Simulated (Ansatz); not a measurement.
# C₃H₄AlNO: up Jacob's ladder to CCSD(T)

One table from this session's results is given with a row withheld; the runs are named, their logs left out.

The runs use Ansatz 0.2.0, Gaussian basis; functionals in def2-TZVPP, the program's frozen cores in correlated methods.

Levels to be run: LDA (SPW92), PBE-D4, revPBE-D4, BLYP-D4, r2SCAN-D4, B97M-V, PBE0-D4, B3LYP-D4, r2SCANh-D4, r2SCAN0-D4, HSE06-D4, BHLYP-D4, CAM-B3LYP-D4, LC-ωPBE, ωB97X-V, ωB97M-V, B2PLYP, PBE-QIDH; CCSD(T)/def2-SVP; CCSD(T)/def2-TZVPP; MP2/def2-QZVPP; extrapolation to the limit; RPA on PBE.

## Structure used throughout

All runs share one geometry, relaxed beforehand with PBE0-D4 in a triple-zeta def2 set.

SMILES `C=[N][Al]1[O][C]1=C`, 10 atoms, charge 0, spin multiplicity 1.

Atoms are counted from 1 here; the program's logs count them from 0.

Bond lengths: C1–N2 1.245 Å, C1–H7 1.100 Å, C1–H8 1.100 Å, N2–Al3 1.720 Å, Al3–O4 1.724 Å, Al3–C5 1.844 Å, O4–C5 1.420 Å, C5–C6 1.321 Å, C6–H9 1.082 Å, C6–H10 1.086 Å. Angles: N2–C1–H7 122.3°, N2–C1–H8 122.3°, H7–C1–H8 115.3°, C1–N2–Al3 178.3°, N2–Al3–O4 141.9°, N2–Al3–C5 171.4°, O4–Al3–C5 46.8°, Al3–O4–C5 71.0°, Al3–C5–O4 62.2°, Al3–C5–C6 170.5°, O4–C5–C6 127.3°, C5–C6–H9 120.1°, C5–C6–H10 121.0°, H9–C6–H10 118.8°.

As a file:

```mol
C3H4AlNO
  3D, bonds by distance, orders not assigned

 10 10  0  0  0  0  0  0  0  0999 V2000
    1.0034   -2.7558   -1.1266 C   0  0
    0.5852   -1.6409   -0.7641 N   0  0
    0.0275   -0.1078   -0.2182 Al  0  0
   -0.6203    1.3833   -0.7934 O   0  0
   -0.5129    1.4421    0.6213 C   0  0
   -0.8424    2.4508    1.4073 C   0  0
    0.3420   -3.6296   -1.2210 H   0  0
    2.0593   -2.9354   -1.3770 H   0  0
   -0.7113    2.3704    2.4779 H   0  0
   -1.2474    3.3715    0.9969 H   0  0
  1  2  8  0
  2  3  8  0
  3  4  8  0
  4  5  8  0
  5  6  8  0
  1  7  8  0
  1  8  8  0
  6  9  8  0
  6 10  8  0
  3  5  8  0
M  END
```

The first run:

in.yaml reads:

```yaml
crystal:
  periodic: [false, false, false]
  atoms:
    - {symbol: C, position_ang: [1.003362, -2.755771, -1.126572]}
    - {symbol: N, position_ang: [0.585242, -1.640907, -0.764063]}
    - {symbol: Al, position_ang: [0.027477, -0.107766, -0.218215]}
    - {symbol: O, position_ang: [-0.620331, 1.383301, -0.793437]}
    - {symbol: C, position_ang: [-0.512907, 1.442120, 0.621341]}
    - {symbol: C, position_ang: [-0.842384, 2.450839, 1.407252]}
    - {symbol: H, position_ang: [0.341961, -3.629604, -1.221018]}
    - {symbol: H, position_ang: [2.059283, -2.935392, -1.377047]}
    - {symbol: H, position_ang: [-0.711286, 2.370374, 2.477872]}
    - {symbol: H, position_ang: [-1.247416, 3.371506, 0.996887]}
basis:
  gaussian: {orbitals: def2-TZVPP}
hamiltonian: {xc: lda}
output: {orbitals: {seedname: orbitals}}
```

Run with:

```console
$ ansatz run in.yaml --threads 4 --pin off --events-out ev --progress --plain --max-ram 10444MiB
```

Steps of the session up to this table: LDA; PBE-D4 (GGA); revPBE-D4 (GGA); BLYP-D4 (GGA); r2SCAN-D4 (meta-GGA); B97M-V (meta-GGA); PBE0-D4 (hybrid); B3LYP-D4 (hybrid); r2SCANh-D4 (hybrid); r2SCAN0-D4 (hybrid); HSE06-D4 (hybrid); BHLYP-D4 (hybrid); CAM-B3LYP-D4 (range-separated); LC-ωPBE (range-separated); ωB97X-V (range-separated); ωB97M-V (range-separated); B2PLYP (double hybrid); PBE-QIDH (double hybrid).

One of the session's tables, all rows but one given; the rest of the session is left out.

It belongs to the step «Frontier levels by functional». 

| functional | HOMO (eV) | LUMO (eV) | gap (eV) |
| --- | --- | --- | --- |
| LDA (SPW92) | -5.37 | -3.28 | 2.09 |
| PBE-D4 | -5.15 | -3.01 | 2.14 |
| revPBE-D4 | -5.06 | -2.91 | 2.15 |
| BLYP-D4 | -4.98 | -2.87 | 2.11 |
| r2SCAN-D4 | ? | ? | ? |
| B97M-V | -5.28 | -2.69 | 2.59 |
| PBE0-D4 | -6.23 | -1.98 | 4.25 |
| B3LYP-D4 | -6.01 | -2.22 | 3.79 |
| r2SCANh-D4 | -5.71 | -2.43 | 3.28 |
| r2SCAN0-D4 | -6.34 | -1.87 | 4.48 |
| HSE06-D4 | -5.83 | -2.37 | 3.46 |
| BHLYP-D4 | -7.18 | -0.86 | 6.32 |
| CAM-B3LYP-D4 | -7.53 | -0.83 | 6.70 |
| LC-ωPBE | -8.86 | 0.38 | 9.23 |
| ωB97X-V | -8.49 | 0.29 | 8.79 |
| ωB97M-V | -8.43 | 0.16 | 8.60 |

Q: Estimate the row for r2SCAN-D4 from the others.

Worked estimate for «HOMO (eV)». Against the share of exact exchange, r2SCANh-D4 (0.1, -5.71), r2SCAN0-D4 (0.25, -6.34) give a slope of -4.20 per unit share; at 0 the line stands at -5.29.

As computed: HOMO (eV): -5.30; LUMO (eV): -2.81; gap (eV): 2.48. In «HOMO (eV)» the line misses by +0.01.
